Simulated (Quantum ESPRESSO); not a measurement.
AlCu2:

```xyz
3
Lattice="2.7869 0.0000 0.0000 0.0000 2.7869 0.0000 0.0000 0.0000 6.1168" Properties=species:S:1:pos:R:3 pbc="T T T"
Al    0.0000    0.0000    3.0584
Cu    0.0000    0.0000    4.9494
Cu    0.0000    0.0000    1.1674
```

The cell was built by a generator and needn't be a form met in nature.

| Item | Value |
| --- | --- |
| Program | Quantum ESPRESSO 7.5 |
| Task | phonons |
| Functional | PBE |
| Potentials or basis | SSSP 1.3 efficiency PBE |
| Cutoff | 748 eV |
| Density cutoff | 5987 eV |
| k mesh | 8 × 8 × 4, shifted |
| Occupations | cold, width 0.136 eV |
| Spin | no spin polarisation |
| Mixing beta | 0.5 |
| Most SCF iterations | 120 |
| SCF threshold | 6e-10 Ry |
| Diagonalization | rmm-davidson |

The cell and the atoms were relaxed first, to 15.81 Å³/atom (a = 2.543 Å, b = 2.543 Å, c = 7.336 Å, α = 90.00°, β = 90.00°, γ = 90.00°), and the response was taken there.

```
Al Cu
1.0
     2.54303    0.00000    0.00000
     0.00000    2.54303    0.00000
     0.00000    0.00000    7.33647
Al Cu
1 2
Direct
  0.00000 0.00000 0.50000
  0.00000 0.00000 0.83631
  0.00000 0.00000 0.16369
```

Where do the zone-centre optical modes lie?

Eu at 103i cm⁻¹ (IR); Eg at 79i cm⁻¹ (Raman); A1g at 198 cm⁻¹ (Raman); A2u at 273 cm⁻¹ (IR). Imaginary frequencies mark an instability of this cell.

Optical modes at Γ, degenerate ones joined:
| cm⁻¹ | components | symmetry | active in |
| --- | --- | --- | --- |
| 103i | 2 | Eu | IR |
| 79i | 2 | Eg | Raman |
| 198 | 1 | A1g | Raman |
| 273 | 1 | A2u | IR |

Caveat: the mesh is thin for the phonons of a metal; some modes are imaginary.
